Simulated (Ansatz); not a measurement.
# Mg2PbN2: the cost of one run

Computed with Ansatz 0.2.0 through its Python package. Level of theory: DFT LDA, plane waves, PAW.

### 1 The system

Mg2PbN2 P-3m1: It takes space group P-3m1 (No. 164, trigonal). Conventional cell: a = 3.627 Å, b = 3.627 Å, c = 6.566 Å, α = 90.00°, β = 90.00°, γ = 120.00°. Mg (site symmetry 3m) is surrounded by 4 N at 2.14 to 2.24 Å. Pb (site symmetry -3m) is surrounded by 6 N at 2.86 Å and 6 Mg at 3.16 Å. N (site symmetry 3m) has 4 Mg at 2.14 to 2.24 Å and 3 Pb at 2.86 Å as nearest neighbours.

Mg P6_3/mmc: It takes space group P6_3/mmc (No. 194, hexagonal). The conventional cell has a = 3.209 Å, b = 3.209 Å, c = 5.210 Å, α = 90.00°, β = 90.00°, γ = 120.00°. Around Mg (site symmetry -6m2) lie 12 Mg at 3.20 to 3.21 Å.

Pb Fm-3m: Symmetry: Fm-3m, No. 225, cubic system. Conventional cell: a = 4.950 Å, b = 4.950 Å, c = 4.950 Å, α = 90.00°, β = 90.00°, γ = 90.00°. Pb (site symmetry m-3m) is surrounded by 12 Pb at 3.50 Å.

N in a box: It takes space group Pmmm (No. 47, orthorhombic). Conventional cell: a = 9.000 Å, b = 9.500 Å, c = 10.000 Å, α = 90.00°, β = 90.00°, γ = 90.00°. N (site symmetry mm2) is surrounded by 1 N at 1.11 Å.

mg2pbn2_mg2pbn2.cif, read by the script:

```cif
data_Mg2PbN2
_cell_length_a 3.626864
_cell_length_b 3.626864
_cell_length_c 6.565892
_cell_angle_alpha 90.00000
_cell_angle_beta 90.00000
_cell_angle_gamma 120.00000
_symmetry_space_group_name_H-M 'P 1'
_symmetry_Int_Tables_number 1
loop_
_symmetry_equiv_pos_as_xyz
'x, y, z'
loop_
_atom_site_label
_atom_site_type_symbol
_atom_site_fract_x
_atom_site_fract_y
_atom_site_fract_z
Mg1 Mg    0.666667    0.333333    0.138776
Mg2 Mg    0.333333    0.666667    0.861224
Pb3 Pb    0.000000    0.000000    0.500000
N4 N    0.666667    0.333333    0.797455
N5 N    0.333333    0.666667    0.202545
```

Input file mg2pbn2_mg.xyz:

```xyz
2
Lattice="3.2093 0.0 0.0 -1.60465 2.77933533 0.0 0.0 0.0 5.2103" Properties=species:S:1:pos:R:3 pbc="T T T"
Mg   -0.00000000    1.85289022    1.30257500
Mg    1.60465000    0.92644511    3.90772500
```

Input file mg2pbn2_pb.cif:

```cif
data_Pb
_cell_length_a 3.500207
_cell_length_b 3.500207
_cell_length_c 3.500207
_cell_angle_alpha 60.00000
_cell_angle_beta 60.00000
_cell_angle_gamma 60.00000
_symmetry_space_group_name_H-M 'P 1'
_symmetry_Int_Tables_number 1
loop_
_symmetry_equiv_pos_as_xyz
'x, y, z'
loop_
_atom_site_label
_atom_site_type_symbol
_atom_site_fract_x
_atom_site_fract_y
_atom_site_fract_z
Pb1 Pb    0.000000    0.000000    0.000000
```

The script reads mg2pbn2_n2.extxyz:

```xyz
2
Lattice="9.0 0.0 0.0 0.0 9.5 0.0 0.0 0.0 10.0" Properties=species:S:1:pos:R:3 pbc="T T T"
N     4.50000000    4.75000000    4.44500000
N     4.50000000    4.75000000    5.55500000
```

### 2 The code

Input file mg2pbn2_formation.py:

```python
"""Formation energy of Mg2PbN2 from the elements, after relaxing atoms and volume at fixed cell shape."""

from collections import Counter
import warnings

import ansatz as az
from ase.io import read
import numpy as np
from tabulate import tabulate

GASES = {"N2"}


def ground_state(name, crystal):
    calc = (
        crystal.calculation()
        .functional("lda")
        .basis(34 * az.Ry)
        .kpoints(spacing=0.3)
        .occupations("gaussian", width=0.05)
        .stress()
    )
    if name in GASES:
        return calc.kpoints(1, 1, 1).relax(force_tolerance=0.01).run(threads=1)
    calc = calc.relax(force_tolerance=0.01, fix_cell=["shape"])
    return calc.run(threads=1)


def counts(outcome):
    return Counter(site.symbol for site in outcome.lattice.sites)

def formation_energy(outcome, mu):
    n = counts(outcome)
    return (outcome.report["energy_sigma0_ev"] - sum(k * mu[element] for element, k in n.items())) / sum(n.values())


def volume_per_atom(outcome):
    return abs(np.linalg.det(outcome.lattice.cell_ang)) / len(outcome.lattice.sites)

warnings.simplefilter("ignore")

phases = {}
atoms = read("mg2pbn2_mg2pbn2.cif")
mg2pbn2 = az.Crystal.from_ase(atoms)
phases["Mg2PbN2"] = mg2pbn2
mg = az.Crystal.from_extxyz("mg2pbn2_mg.xyz")
phases["Mg"] = mg
atoms = read("mg2pbn2_pb.cif")
pb = az.Crystal.from_ase(atoms)
phases["Pb"] = pb
n2 = az.Crystal.from_extxyz("mg2pbn2_n2.extxyz")
phases["N2"] = n2

done = {}
for name, crystal in phases.items():
    done[name] = ground_state(name, crystal)
    print(f"{name}: {done[name].report['energy_sigma0_ev']:.4f} eV, {len(done[name].lattice.sites)} atoms")

# chemical potentials of the elements at zero temperature
references = {"Mg": "Mg", "Pb": "Pb", "N": "N2"}
mu = {element: done[name].report["energy_sigma0_ev"] / len(done[name].lattice.sites) for element, name in references.items()}

target = done["Mg2PbN2"]
heat = formation_energy(target, mu)
rows = [(name, len(o.lattice.sites), volume_per_atom(o), formation_energy(o, mu)) for name, o in done.items()]
print(tabulate(rows, headers=["phase", "atoms", "V (A^3/atom)", "E_form (eV/atom)"], floatfmt=".4f", tablefmt="psql"))
# no correction for the overbinding of the gas molecule is applied
```

### 3 Launch

The run is started by

```
$ python mg2pbn2_formation.py
```

Q: Estimate wall time and peak memory on 1 thread of Arm Neoverse V2, shared host.

About 29 s, with a peak of 0.6 GiB.
